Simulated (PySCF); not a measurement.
**Changing the system itself: KZn**

Aim: change spin, charge, geometry, field or solvent of KZn, one at a time, and compare with the base run.

Method: method and basis as typed in the scripts; program: PySCF 2.14.0.

2 further runs of the same task are left out: 2 that didn't finish.

### Step 1. Where the work starts

KZn: 2 atoms, charge 0, spin multiplicity 2.

Bond lengths: K1–Zn2 2.821 Å.

### Step 2. The base run

Contents of input.py:

```python
from pyscf import gto, scf, mp

mol = gto.M(
    atom='K 0 0 0; Zn 0 0 2.821',
    basis='x2c-svpall',
    charge=0,
    spin=1,
    verbose=3,
)
mf = scf.UHF(mol)
mf = mf.sfx2c1e()
mf.kernel()
mp.MP2(mf, frozen=10).kernel()
mf.dip_moment()
print('orbital energies (hartree):', [e[max(0, n-3):n+3].round(4) for e, n in zip(mf.mo_energy, mol.nelec)])
```

Started as:

```
$ OMP_NUM_THREADS=1 python input.py
```

Its log is not repeated here.

Base result: E(SCF) = -2395.282604 Eh, E(MP2) − E(SCF) = -0.42613 Eh, ⟨S²⟩ = 0.767, μ = 2.39 D (of the SCF density).

The bond length is a typed value, not an optimised one.

### Step 3. Electric field 0.005 a.u.

Edit 1 changes electric field: none → 0.005 a.u.

Contents of input.py:

```python
from pyscf import gto, scf, mp

mol = gto.M(
    atom='K 0 0 0; Zn 0 0 2.821',
    basis='x2c-svpall',
    charge=0,
    spin=1,
    verbose=3,
)
mf = scf.UHF(mol)
mf = mf.sfx2c1e()
field = 0.005  # electric field along z, atomic units
h = mf.get_hcore() + field*mol.intor('int1e_r')[2]
mf.get_hcore = lambda *args: h
e_nuc = mol.energy_nuc() - field*mol.atom_charges() @ mol.atom_coords()[:, 2]
mf.energy_nuc = lambda *args: e_nuc
mf.kernel()
mp.MP2(mf, frozen=10).kernel()
mf.dip_moment()
print('orbital energies (hartree):', [e[max(0, n-3):n+3].round(4) for e, n in zip(mf.mo_energy, mol.nelec)])
```

Started as:

```
$ OMP_NUM_THREADS=1 python input.py
```

### Step 4. Bond 4.232 Å

Edit 2 changes bond length: 2.821 Å → 4.232 Å.

Edit input.py of step 2 so:

```diff
@@ -3,3 +3,3 @@
 mol = gto.M(
-    atom='K 0 0 0; Zn 0 0 2.821',
+    atom='K 0 0 0; Zn 0 0 4.232',
     basis='x2c-svpall',
```

### Step 5. Bond 0.3 Å

Edit 3 changes bond length: 2.821 Å → 0.3 Å.

Edit input.py of step 2 so:

```diff
@@ -3,3 +3,3 @@
 mol = gto.M(
-    atom='K 0 0 0; Zn 0 0 2.821',
+    atom='K 0 0 0; Zn 0 0 0.3',
     basis='x2c-svpall',
```

### Step 6. Sextet

Edit 4 changes spin (2S): 1 → 5.

Edit input.py of step 2 so:

```diff
@@ -6,3 +6,3 @@
     charge=0,
-    spin=1,
+    spin=5,
     verbose=3,
```

**Question.** What will these runs give? Wanted: for each run, E(SCF); from base; gap, α spin; SCF dipole; after the SCF.

**Answer**, as computed:

```
                      run  E(SCF) (hartree)  from base (eV)  gap, α spin (eV)  SCF dipole (D)                            after the SCF
                     base      -2395.282604               0              4.55            2.39  MP2 correlation -11.596 eV, core frozen
electric field 0.005 a.u.      -2395.291391         -0.2391              4.89            6.17  MP2 correlation -11.552 eV, core frozen
             bond 4.232 Å      -2395.308211         -0.6968              4.92            1.10  MP2 correlation -11.344 eV, core frozen
 bond 0.3 Å (poor choice)      -2222.312314      +4706.7614              7.70            0.30   MP2 correlation -7.295 eV, core frozen
                   sextet      -2394.842169        +11.9849              5.14            6.75   MP2 correlation -8.698 eV, core frozen
```

What this shows: Of the runs whose energies can be compared, “bond 0.3 Å” moves the SCF energy most (+4706.761 eV). The sextet solution found lies 11.98 eV above the base doublet at this geometry and level. With bond 0.3 Å the frontier gap moves by over 1.5 eV, which can mean another electronic state rather than the bond length alone. Rows marked «poor choice» come from settings spoiled on purpose.
